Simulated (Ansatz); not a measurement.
# BGeO (doublet): from Hartree-Fock to the top rungs, cc-pVTZ

One table from this session's results is given with a row withheld; the runs are named, their logs left out.

Computed with Ansatz 0.2.0, Gaussian basis. Level: cc-pVTZ, core rule «outside noble gas», up to 16 orbitals frozen.

To be run: UHF; CCSD(T) on ROHF; CCSD(T) on UHF; BCCD(T) on ROHF; CCSDT(Q) on ROHF; CCSDT(Q) on UHF.

7 further runs of the same task are left out: 2 for a known fault of the program, 1 that didn't finish, 4 set aside as unsound or not needed.

### What is computed

The geometry is a PBE0/def2-TZVP stationary point (not a proven minimum). No spin-orbit coupling is included. The filled d shell of Ge may be among the frozen orbitals whatever the setting's name suggests; the logs give the count.

3 atoms, charge 0, spin multiplicity 2.

Atoms are counted from 1 here; the program's logs count them from 0.

Bond lengths: B1–O2 1.282 Å, O2–Ge3 1.826 Å. Angles: B1–O2–Ge3 180.0°.

Coordinates:

```
atom    x (Å)    y (Å)     z (Å)
  B1  0.00000  0.00000  -1.46380
  O2  0.00000  0.00000  -0.18130
 Ge3  0.00000  0.00000   1.64510
```

Set-up of the first run:

in.yaml reads:

```yaml
crystal:
  periodic: [false, false, false]
  atoms:
    - {symbol: B, position_ang: [0.000000, 0.000000, -1.463800]}
    - {symbol: O, position_ang: [0.000000, 0.000000, -0.181300]}
    - {symbol: Ge, position_ang: [0.000000, 0.000000, 1.645100]}
basis:
  gaussian: {orbitals: cc-pVTZ}
magnetization: {spin_polarized: true, initial_magnetization: 1}
hamiltonian: {xc: hf}
output: {orbitals: {seedname: orbitals}}
```

Command:

```bash
ansatz run in.yaml --threads 1 --pin off --events-out ev --progress --plain --max-ram 2816MiB --backend cpu
```

Among the steps run: UHF; CCSD(T) on ROHF; CCSD(T) on UHF; BCCD(T) on ROHF; CCSDT(Q) on ROHF; CCSDT(Q) on UHF.

One of the session's tables, all rows but one given; the rest of the session is left out.

| method | from UCCSDT(Q) (kcal/mol) |
| --- | --- |
| ROHF | +258.47 |
| UHF | ? |
| RMP2 | +24.48 |
| UMP2 | +24.80 |
| RCCSD | +11.86 |
| UCCSD | +11.70 |
| RCCSD(T) | +1.08 |
| UCCSD(T) | +1.01 |
| BCCD(T) | +0.93 |
| RCCSDT | +0.74 |
| UCCSDT | +0.66 |
| RCCSDT(Q) | +0.18 |
| UCCSDT(Q) | 0 |

Q: Estimate the row for UHF from the others.

As computed: from UCCSDT(Q) (kcal/mol): +255.80. In the column «from UCCSDT(Q) (kcal/mol)» it lies between UMP2 (+24.80) and ROHF (+258.47).

With the free atoms at the same levels and basis (separate runs), the atomisation energy is 10.324 eV at UCCSDT(Q), 10.326 eV at RCCSD(T), 10.316 eV at UCCSD(T), 7.559 eV at ROHF.

To keep in mind: Restricted and unrestricted rows rest on different reference determinants; where their highest levels disagree by more than a few hundredths of an eV, they describe different states and don't form one ladder.
